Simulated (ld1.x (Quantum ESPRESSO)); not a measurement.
# Pseudopotential generation for tungsten: TM semilocal, PBE

Task: generate the file, and judge it by its errors in other configurations, its logarithmic derivatives, its ghosts and its cutoff.

Method: ld1.x (Quantum ESPRESSO) 7.5, PBE, scalar-relativistic.

**1. The design**

The settings as typed:

- element: tungsten (W, Z = 74)
- type: norm-conserving Troullier–Martins (semilocal form)
- frozen core: [Kr] 4d10
- valence charge: 28
- reference configuration: 4f14 5s2 5p6 5d4 6s1 6p0 (charge +1)
- partial waves: 5s (bound): rc 1.75 bohr; 5p (bound): rc 2.15 bohr; 4f (bound): rc 0.85 bohr; 5d (bound): rc 1.80 bohr
- occupied shells without a wave: 6s
- local potential: the d channel
- core correction: Bessel-smoothed model core inside 0.75 bohr

**2. Generation**

File W.in:

```
 &input
   title='W', zed=74., rel=1, dft='PBE', iswitch=3,
   config='[Xe] 4f14 5d4 6s1 6p0',
   nld=4, rlderiv=2.35, eminld=-8.0, emaxld=5.0, deld=0.04
 /
 &inputp
   pseudotype=1, tm=.true., lloc=2,
   nlcc=.true., new_core_ps=.true., rcore=0.75,
   file_pseudopw='W.pp', file_wfcaegen='ae.wfc', file_wfcncgen='nc.wfc'
 /
4
5S  1  0   2.00   0.00  1.75  1.75  0.0
5P  2  1   6.00   0.00  2.15  2.15  0.0
4F  4  3  14.00   0.00  0.85  0.85  0.0
5D  3  2   4.00   0.00  1.80  1.80  0.0
 &test
   configts(1)='4f14 5s2 5p6 5d4 6s1 6p0'
 /
```

Started as:

```bash
$ ld1.x < W.in > W.out
```

The output, W.out (without the banner and most projector matrices):

```text
     Program LD1 v.7.5
     --------------------------- All-electron run ----------------------------

     W
     scalar relativistic calculation

     atomic number is 74.00
     dft =PBE   lsd =0 sic =0 latt =0  beta=0.20 tr2=1.0E-14
     Exchange-correlation= PBE
                           (   1   4   3   4   0   0   0)
     mesh =1273 r(mesh) =  99.08072 a.u. xmin = -7.00 dx = 0.01250
     1 Ry =  13.60569312 eV, c = 137.03599908

     n l     nl                  e(Ry)          e(Ha)          e(eV)
     1 0     1S 1( 2.00)     -5108.5863     -2554.2932    -69505.8576
     2 0     2S 1( 2.00)      -882.1749      -441.0875    -12002.6010
     2 1     2P 1( 6.00)      -771.4875      -385.7437    -10496.6219
     3 0     3S 1( 2.00)      -203.5947      -101.7974     -2770.0476
     3 1     3P 1( 6.00)      -170.8219       -85.4109     -2324.1497
     4 0     4S 1( 2.00)       -42.4385       -21.2193      -577.4055
     4 1     4P 1( 6.00)       -31.6906       -15.8453      -431.1724
     3 2     3D 1(10.00)      -133.1548       -66.5774     -1811.6638
     5 0     5S 1( 2.00)        -6.3622        -3.1811       -86.5624
     5 1     5P 1( 6.00)        -3.7275        -1.8638       -50.7157
     4 2     4D 1(10.00)       -18.0744        -9.0372      -245.9154
     4 3     4F 1(14.00)        -2.9907        -1.4953       -40.6903
     5 2     5D 1( 4.00)        -0.8619        -0.4310       -11.7271
     6 0     6S 1( 1.00)        -0.8953        -0.4476       -12.1811
     6 1     6P 1( 0.00)        -0.5005        -0.2503        -6.8100

     final scf error:  8.1E-16 reached in  24 iterations

     Etot =  -32284.383265 Ry,  -16142.191633 Ha, -439251.411371 eV

     Ekin =   35579.862871 Ry,   17789.931435 Ha,  484088.695575 eV
     Encl =  -79791.333572 Ry,  -39895.666786 Ha,-1085616.398457 eV
     Eh   =   12572.094103 Ry,    6286.047051 Ha,  171052.054279 eV
     Exc  =    -645.006667 Ry,    -322.503333 Ha,   -8775.762768 eV

     normalization and overlap integrals

     s(1S/1S) =  1.000000  <r> =   0.0183  <r2> =    0.0005  r(max) =   0.0115
     s(2S/2S) =  1.000000  <r> =   0.0776  <r2> =    0.0071  r(max) =   0.0653
     s(2P/2P) =  1.000000  <r> =   0.0694  <r2> =    0.0059  r(max) =   0.0541
     s(3S/3S) =  1.000000  <r> =   0.2010  <r2> =    0.0462  r(max) =   0.1842
     s(3P/3P) =  1.000000  <r> =   0.2013  <r2> =    0.0470  r(max) =   0.1842
     s(4S/4S) =  1.000000  <r> =   0.4495  <r2> =    0.2281  r(max) =   0.4204
     s(4P/4P) =  1.000000  <r> =   0.4780  <r2> =    0.2599  r(max) =   0.4419
     s(3D/3D) =  1.000000  <r> =   0.1824  <r2> =    0.0390  r(max) =   0.1490
     s(5S/5S) =  1.000000  <r> =   1.0673  <r2> =    1.2803  r(max) =   0.9593
     s(5P/5P) =  1.000000  <r> =   1.2492  <r2> =    1.7702  r(max) =   1.0870
     s(4D/4D) =  1.000000  <r> =   0.5113  <r2> =    0.3030  r(max) =   0.4531
     s(4F/4F) =  1.000000  <r> =   0.6078  <r2> =    0.4645  r(max) =   0.4310
     s(5D/5D) =  1.000000  <r> =   1.9656  <r2> =    4.6186  r(max) =   1.4858
     s(6S/6S) =  1.000000  <r> =   2.9614  <r2> =    9.8980  r(max) =   2.5752
     s(6P/6P) =  1.000000  <r> =   3.9282  <r2> =   17.4943  r(max) =   3.3482

     ------------------------ End of All-electron run ------------------------

     --------------------- Generating NC pseudopotential ---------------------

      Generating local pot.: lloc=2, matching radius rcloc =   1.8000

      Computing core charge for nlcc:

       r > 0.76 : true rho core
      Core charge pseudized with two Bessel functions
      Integrated core pseudo-charge :  23.52

      Wfc   5S  rcut= 1.770  Using Troullier-Martins method

      Wfc   5P  rcut= 2.162  Using Troullier-Martins method

      Wfc   4F  rcut= 0.857  Using Troullier-Martins method

     ------------------- End of pseudopotential generation -------------------

     [... the all-electron block is printed once more ...]


     Computing logarithmic derivative in   2.34481

       Warning: n=2, l=0 expected 1 nodes, found 2
       Setting wfc to zero for this iteration
       (This warning will only be printed once per wavefunction)

     Computing logarithmic derivative in   2.34481
     Computing the partial wave expansion
     R is outside the sphere for l=    0 j= 0.00
     R is outside the sphere for l=    1 j= 0.00
       no projector for channel:   2
     R is outside the sphere for l=    3 j= 0.00

     ---------------------- Testing the pseudopotential ----------------------

     W
     scalar relativistic calculation

     atomic number is 74.00   valence charge is 28.00
     dft =PBE   lsd =0 sic =0 latt =0  beta=0.20 tr2=1.0E-14
     mesh =1273 r(mesh) =  99.08072 xmin = -7.00 dx = 0.01250

     n l     nl             e AE (Ry)        e PS (Ry)    De AE-PS (Ry)
     4 3     4F   1(14.00)       -2.99068       -2.99066       -0.00002
     1 0     5S   1( 2.00)       -6.36222       -6.36222       -0.00000
     2 1     5P   1( 6.00)       -3.72754       -3.72754       -0.00000
     3 2     5D   1( 4.00)       -0.86192       -0.86192       -0.00000
     2 0     6S   1( 1.00)       -0.89530       -1.09681        0.20152  !
     3 1     6P   1( 0.00)       -0.50053       -0.52363        0.02310  !

     eps = 7.7E-15  iter = 19

     Etot =  -32284.383265 Ry,  -16142.191633 Ha, -439251.411371 eV
     Etotps =  -845.055656 Ry,    -422.527828 Ha,  -11497.567930 eV

     Ekin =     872.113461 Ry,     436.056731 Ha,   11865.708125 eV
     Encl =   -1505.748204 Ry,    -752.874102 Ha,  -20486.747991 eV
     Ehrt =     680.061037 Ry,     340.030519 Ha,    9252.701781 eV
     Ecxc =    -177.969031 Ry,     -88.984515 Ha,   -2421.392018 eV
     (Ecc =     -93.386494 Ry,     -46.693247 Ha,   -1270.587978 eV)
     Epseu=    -713.512920 Ry,    -356.756460 Ha,   -9707.837827 eV

     ---------------------- End of pseudopotential test ----------------------
```

It took 2.6 s on 1 thread, shared host. (Generation and the later configuration tests together.)

All-electron and pseudo partial waves u(r) = r·R(r), from the program's wave files:

| r (bohr) | 5p AE | 5p PS | 5d AE | 5d PS |
| --- | --- | --- | --- | --- |
| 0.108 | 0.2397 | 0.0251 | 0.2212 | 0.0017 |
| 0.215 | 0.0923 | 0.0969 | -0.0125 | 0.0130 |
| 0.322 | -0.4639 | 0.2080 | -0.2904 | 0.0418 |
| 0.430 | -0.4815 | 0.3481 | -0.3211 | 0.0929 |
| 0.538 | -0.1324 | 0.5016 | -0.1781 | 0.1665 |
| 0.645 | 0.2868 | 0.6512 | 0.0249 | 0.2576 |
| 0.752 | 0.6343 | 0.7836 | 0.2258 | 0.3591 |
| 0.860 | 0.8705 | 0.8879 | 0.3990 | 0.4628 |
| 0.968 | 0.9984 | 0.9551 | 0.5346 | 0.5584 |
| 1.075 | 1.0410 | 0.9825 | 0.6328 | 0.6380 |
| 1.182 | 1.0241 | 0.9733 | 0.6994 | 0.6983 |
| 1.290 | 0.9684 | 0.9328 | 0.7403 | 0.7385 |
| 1.398 | 0.8903 | 0.8692 | 0.7606 | 0.7595 |
| 1.505 | 0.8027 | 0.7920 | 0.7648 | 0.7645 |
| 1.612 | 0.7128 | 0.7082 | 0.7574 | 0.7573 |
| 1.720 | 0.6247 | 0.6232 | 0.7413 | 0.7413 |
| 1.828 | 0.5424 | 0.5421 | 0.7190 | 0.7190 |
| 1.935 | 0.4681 | 0.4681 | 0.6928 | 0.6928 |
| 2.042 | 0.4016 | 0.4016 | 0.6638 | 0.6638 |
| 2.150 | 0.3424 | 0.3424 | 0.6330 | 0.6330 |
| 2.258 | 0.2907 | 0.2907 | 0.6013 | 0.6013 |
| 2.365 | 0.2462 | 0.2462 | 0.5698 | 0.5698 |
| 2.472 | 0.2080 | 0.2080 | 0.5385 | 0.5385 |
| 2.580 | 0.1750 | 0.1750 | 0.5074 | 0.5074 |
| 2.688 | 0.1469 | 0.1469 | 0.4772 | 0.4772 |
| 2.795 | 0.1233 | 0.1233 | 0.4482 | 0.4482 |

**3. Configuration tests**

File W.test.in:

```
 &input
   title='W', zed=74., rel=1, dft='PBE', iswitch=2,
   config='[Xe] 4f14 5d4 6s1 6p0'
 /
 &test
   file_pseudo='W.pp', nconf=8,
   configts(1)='4f14 5s2 5p6 5d4 6s1 6p0',
   configts(2)='4f14 5s2 5p6 5d4 6s2 6p0',
   configts(3)='4f14 5s2 5p6 5d4 6s0 6p0',
   configts(4)='4f14 5s2 5p6 5d3 6s0 6p0',
   configts(5)='4f14 5s2 5p6 5d5 6s0 6p0',
   configts(6)='4f14 5s2 5p6 5d4 6s0 6p1',
   configts(7)='4f14 5s2 5p6 5d5 6s1 6p0',
   configts(8)='4f14 5s2 5p6 5d3 6s2 6p0'
 /
```

Started as:

```bash
$ ld1.x < W.test.in > W.test.out
```

W.test.out, the pseudopotential blocks, each with the warnings that came before it:

```text
     Warning: n=2, l=0 expected 1 nodes, found 2
     ---------------------- Testing the pseudopotential ----------------------

     W
     scalar relativistic calculation

     atomic number is 74.00   valence charge is 28.00
     dft =PBE   lsd =0 sic =0 latt =0  beta=0.20 tr2=1.0E-14
     mesh =1273 r(mesh) =  99.08072 xmin = -7.00 dx = 0.01250

     n l     nl             e AE (Ry)        e PS (Ry)    De AE-PS (Ry)
     4 3     4F   1(14.00)       -2.99068       -2.99066       -0.00002
     1 0     5S   1( 2.00)       -6.36222       -6.36222       -0.00000
     2 1     5P   1( 6.00)       -3.72754       -3.72754       -0.00000
     3 2     5D   1( 4.00)       -0.86192       -0.86192       -0.00000
     2 0     6S   1( 1.00)       -0.89530       -1.09681        0.20152  !
     3 1     6P   1( 0.00)       -0.50053       -0.52363        0.02310  !

     eps = 9.5E-15  iter = 24

     Etot =  -32284.383265 Ry,  -16142.191633 Ha, -439251.411371 eV
     Etotps =  -845.055656 Ry,    -422.527828 Ha,  -11497.567932 eV

     Ekin =     872.118596 Ry,     436.059298 Ha,   11865.777991 eV
     Encl =   -1505.748208 Ry,    -752.874104 Ha,  -20486.748033 eV
     Ehrt =     680.061040 Ry,     340.030520 Ha,    9252.701814 eV
     Ecxc =    -177.969031 Ry,     -88.984515 Ha,   -2421.392017 eV
     (Ecc =     -93.386494 Ry,     -46.693247 Ha,   -1270.587978 eV)
     Epseu=    -713.518054 Ry,    -356.759027 Ha,   -9707.907686 eV

     ---------------------- End of pseudopotential test ----------------------

     ---------------------- Testing the pseudopotential ----------------------

     W
     [...]
     n l     nl             e AE (Ry)        e PS (Ry)    De AE-PS (Ry)
     4 3     4F   1(14.00)       -2.44067       -2.33442       -0.10624  !
     1 0     5S   1( 2.00)       -5.81173       -5.72792       -0.08381  !
     2 1     5P   1( 6.00)       -3.17526       -3.10030       -0.07495  !
     3 2     5D   1( 4.00)       -0.32927       -0.27473       -0.05455  !
     2 0     6S   1( 2.00)       -0.41988       -0.54435        0.12448  !
     3 1     6P   1( 0.00)       -0.10005       -0.08797       -0.01208  !

     eps = 4.3E-15  iter = 27

     Etot =  -32285.036163 Ry,  -16142.518081 Ha, -439260.294494 eV
     Etotps =  -845.869690 Ry,    -422.934845 Ha,  -11508.643423 eV
     dEtot_ae =      -0.652898 Ry
     dEtot_ps =      -0.814034 Ry,   Delta E=       0.161136 Ry

     [...]
     ---------------------- End of pseudopotential test ----------------------

     ---------------------- Testing the pseudopotential ----------------------

     W
     [...]
     n l     nl             e AE (Ry)        e PS (Ry)    De AE-PS (Ry)
     4 3     4F   1(14.00)       -3.62288       -3.76432        0.14144  !
     1 0     5S   1( 2.00)       -6.99354       -7.10383        0.11029  !
     2 1     5P   1( 6.00)       -4.35840       -4.45591        0.09751  !
     3 2     5D   1( 4.00)       -1.46122       -1.53396        0.07273  !
     2 0     6S   1( 0.00)       -1.41739       -1.72000        0.30261  !
     3 1     6P   1( 0.00)       -0.95514       -1.03485        0.07972  !

     eps = 8.9E-15  iter = 24

     Etot =  -32283.230847 Ry,  -16141.615423 Ha, -439235.731921 eV
     Etotps =  -843.652685 Ry,    -421.826342 Ha,  -11478.479528 eV
     dEtot_ae =       1.152418 Ry
     dEtot_ps =       1.402972 Ry,   Delta E=      -0.250554 Ry

     [...]
     ---------------------- End of pseudopotential test ----------------------

     ---------------------- Testing the pseudopotential ----------------------

     W
     [...]
     n l     nl             e AE (Ry)        e PS (Ry)    De AE-PS (Ry)
     4 3     4F   1(14.00)       -4.57592       -4.72223        0.14632  !
     1 0     5S   1( 2.00)       -7.93503       -8.05617        0.12114  !
     2 1     5P   1( 6.00)       -5.27905       -5.38979        0.11073  !
     3 2     5D   1( 3.00)       -2.28639       -2.37475        0.08836  !
     2 0     6S   1( 0.00)       -2.08186       -2.47017        0.38831  !
     3 1     6P   1( 0.00)       -1.53018       -1.64786        0.11769  !

     eps = 8.4E-15  iter = 20

     Etot =  -32281.365306 Ry,  -16140.682653 Ha, -439210.349951 eV
     Etotps =  -841.705921 Ry,    -420.852960 Ha,  -11451.992461 eV
     dEtot_ae =       3.017959 Ry
     dEtot_ps =       3.349735 Ry,   Delta E=      -0.331777 Ry

     [...]
     ---------------------- End of pseudopotential test ----------------------

     ---------------------- Testing the pseudopotential ----------------------

     W
     [...]
     n l     nl             e AE (Ry)        e PS (Ry)    De AE-PS (Ry)
     4 3     4F   1(14.00)       -2.80900       -2.93372        0.12472  !
     1 0     5S   1( 2.00)       -6.18389       -6.27479        0.09091  !
     2 1     5P   1( 6.00)       -3.56129       -3.63853        0.07724  !
     3 2     5D   1( 5.00)       -0.74575       -0.79701        0.05126  !
     2 0     6S   1( 0.00)       -0.83049       -1.05632        0.22582  !
     3 1     6P   1( 0.00)       -0.46085       -0.50462        0.04377  !

     eps = 6.9E-15  iter = 26

     Etot =  -32284.323829 Ry,  -16142.161914 Ha, -439250.602700 eV
     Etotps =  -844.808316 Ry,    -422.404158 Ha,  -11494.202698 eV
     dEtot_ae =       0.059436 Ry
     dEtot_ps =       0.247340 Ry,   Delta E=      -0.187904 Ry

     [...]
     ---------------------- End of pseudopotential test ----------------------

     ---------------------- Testing the pseudopotential ----------------------

     W
     [...]
     n l     nl             e AE (Ry)        e PS (Ry)    De AE-PS (Ry)
     4 3     4F   1(14.00)       -3.10031       -3.19687        0.09656  !
     1 0     5S   1( 2.00)       -6.47204       -6.54190        0.06986  !
     2 1     5P   1( 6.00)       -3.83659       -3.89598        0.05939  !
     3 2     5D   1( 4.00)       -0.95514       -0.99398        0.03884  !
     2 0     6S   1( 0.00)       -0.96177       -1.20611        0.24433  !
     3 1     6P   1( 1.00)       -0.55469       -0.59413        0.03944  !

     eps = 6.8E-15  iter = 22

     Etot =  -32283.982473 Ry,  -16141.991236 Ha, -439245.958312 eV
     Etotps =  -844.463144 Ry,    -422.231572 Ha,  -11489.506393 eV
     dEtot_ae =       0.400792 Ry
     dEtot_ps =       0.592512 Ry,   Delta E=      -0.191720 Ry

     [...]
     ---------------------- End of pseudopotential test ----------------------

     ---------------------- Testing the pseudopotential ----------------------

     W
     [...]
     n l     nl             e AE (Ry)        e PS (Ry)    De AE-PS (Ry)
     4 3     4F   1(14.00)       -2.29606       -2.29970        0.00364
     1 0     5S   1( 2.00)       -5.66960       -5.66598       -0.00362
     2 1     5P   1( 6.00)       -3.04333       -3.03659       -0.00675  !
     3 2     5D   1( 5.00)       -0.24382       -0.23313       -0.01068  !
     2 0     6S   1( 1.00)       -0.37816       -0.52183        0.14367  !
     3 1     6P   1( 0.00)       -0.08390       -0.08438        0.00048

     eps = 9.3E-16  iter = 21

     Etot =  -32284.923063 Ry,  -16142.461532 Ha, -439258.755698 eV
     Etotps =  -845.590232 Ry,    -422.795116 Ha,  -11504.841201 eV
     dEtot_ae =      -0.539798 Ry
     dEtot_ps =      -0.534575 Ry,   Delta E=      -0.005223 Ry

     [...]
     ---------------------- End of pseudopotential test ----------------------

     ---------------------- Testing the pseudopotential ----------------------

     W
     [...]
     n l     nl             e AE (Ry)        e PS (Ry)    De AE-PS (Ry)
     4 3     4F   1(14.00)       -3.19511       -3.05474       -0.14036  !
     1 0     5S   1( 2.00)       -6.56084       -6.45821       -0.10263  !
     2 1     5P   1( 6.00)       -3.91163       -3.82474       -0.08689  !
     3 2     5D   1( 3.00)       -0.99174       -0.93359       -0.05815  !
     2 0     6S   1( 2.00)       -0.96542       -1.14120        0.17577  !
     3 1     6P   1( 0.00)       -0.54328       -0.54480        0.00151

     eps = 4.3E-15  iter = 24

     Etot =  -32284.387175 Ry,  -16142.193588 Ha, -439251.464568 eV
     Etotps =  -845.277128 Ry,    -422.638564 Ha,  -11500.581205 eV
     dEtot_ae =      -0.003910 Ry
     dEtot_ps =      -0.221471 Ry,   Delta E=       0.217562 Ry

     [...]
     ---------------------- End of pseudopotential test ----------------------
```

The tests as a table, with energies relative to 4f14 5s2 5p6 5d4 6s1 6p0.

```csv
valence configuration,charge,ΔE all-electron (eV),error AE − PS (meV)
4f14 5s2 5p6 5d4 6s2 6p0,0,-8.883,+2192
4f14 5s2 5p6 5d4 6s0 6p0,+2,15.679,-3409
4f14 5s2 5p6 5d3 6s0 6p0,+3,41.061,-4514
4f14 5s2 5p6 5d5 6s0 6p0,+1,0.809,-2557
4f14 5s2 5p6 5d4 6s0 6p1,+1,5.453,-2608
4f14 5s2 5p6 5d5 6s1 6p0,0,-7.344,-71
4f14 5s2 5p6 5d3 6s2 6p0,+1,-0.053,+2960
```

**4. Does it scatter like the atom?**

Taken from the files of the generation run. The phase is arctan(r·u′/u) with u = r·R, unwrapped, with energies in Ry. A pole is an energy at which the radial function vanishes at the test radius. The pseudo phase is shifted by a multiple of π to meet the all-electron one at the reference energy. Levels narrower than the energy grid can be missing from the poles. The last column is the largest difference on the grid between −1 and +1 Ry.

| channel | radius (bohr) | reference (Ry) | poles AE | poles PS | window around the reference with phases within 0.05 rad (Ry) | largest difference near zero (rad) |
| --- | --- | --- | --- | --- | --- | --- |
| s | 2.35 | -6.36 | -6.29, 3.26 | -6.29, 1.16 | below -2.5 | 1.080 |
| p | 2.35 | -3.73 | -3.50 | -3.50, 4.12 | below -0.7 | 0.603 |
| d | 2.35 | -0.86 | 0.15 | 0.15 | below 3.2 | 0.002 |
| f | 2.35 | -2.99 | -2.96, 4.30 | -2.96, 4.41 | the whole range | 0.011 |

Phases (rad) along the scan:

| E (Ry) | s AE | s PS | p AE | p PS |
| --- | --- | --- | --- | --- |
| -8.00 | 1.386 | 1.386 | 1.398 | 1.398 |
| -7.52 | 1.372 | 1.371 | 1.390 | 1.389 |
| -7.04 | 1.346 | 1.345 | 1.381 | 1.380 |
| -6.56 | 1.185 | 1.182 | 1.369 | 1.368 |
| -6.08 | -1.695 | -1.696 | 1.355 | 1.354 |
| -5.60 | -1.751 | -1.753 | 1.335 | 1.333 |
| -5.12 | -1.776 | -1.780 | 1.304 | 1.302 |
| -4.64 | -1.798 | -1.803 | 1.244 | 1.241 |
| -4.16 | -1.822 | -1.829 | 1.006 | 1.000 |
| -3.68 | -1.850 | -1.862 | -1.397 | -1.397 |
| -3.20 | -1.886 | -1.906 | -1.678 | -1.681 |
| -2.72 | -1.934 | -1.972 | -1.753 | -1.758 |
| -2.24 | -2.006 | -2.083 | -1.802 | -1.810 |
| -1.76 | -2.122 | -2.313 | -1.849 | -1.862 |
| -1.28 | -2.338 | -2.910 | -1.905 | -1.928 |
| -0.80 | -2.798 | -3.877 | -1.981 | -2.025 |
| -0.32 | -3.560 | -4.346 | -2.099 | -2.194 |
| 0.16 | -4.102 | -4.537 | -2.312 | -2.549 |
| 0.64 | -4.357 | -4.639 | -2.747 | -3.292 |
| 1.12 | -4.490 | -4.707 | -3.477 | -3.994 |
| 1.60 | -4.570 | -4.760 | -4.033 | -4.318 |
| 2.08 | -4.625 | -4.808 | -4.304 | -4.474 |
| 2.56 | -4.666 | -4.857 | -4.446 | -4.564 |
| 3.04 | -4.699 | -4.916 | -4.531 | -4.624 |
| 3.52 | -4.727 | -4.997 | -4.589 | -4.669 |
| 4.00 | -4.752 | -5.133 | -4.631 | -4.705 |
| 4.48 | -4.777 | -5.422 | -4.664 | -4.735 |
| 4.96 | -4.801 | -6.167 | -4.691 | -4.764 |

**5. Plane-wave convergence, by spherical Bessel functions**

A separate test, outside the generator: the pseudo-atom's Hamiltonian at the reference potential is diagonalised in spherical Bessel functions j_l(qr) that vanish at 20 bohr, with q² up to the cutoff.

Even at 400 Ry an occupied level stays 90 mRy from its reference, so no cutoffs are read. The ghost test is not conclusive.

**6. Results**

| quantity | value |
| --- | --- |
| cutoffs | not determined |
| bound ghosts | not determined |
| largest miss of a reference level | 2742 meV (6s) |
| largest test error (AE − PS) | -4514 meV, for 4f14 5s2 5p6 5d3 6s0 6p0 |
| largest phase difference near zero energy, channels read | 1.080 rad |

Already in the reference configuration the 6s level is off by 2742 meV; it has no partial wave or projector of its own. The worst unpolarised test, 4f14 5s2 5p6 5d3 6s0 6p0, is off by 4514 meV on 41.1 eV; by total energies transferability rates as poor. Even at 400 Ry an occupied level stays 90 mRy from its reference, so no cutoffs are read. Ghosts could not be judged. Of the channels read, s scatters worst near zero energy, by up to 1.08 rad. In the s channel the atom's pole at 3.26 Ry sits lower, at 1.16 Ry, in the pseudo curve. All of this concerns the isolated atom, not yet a solid.
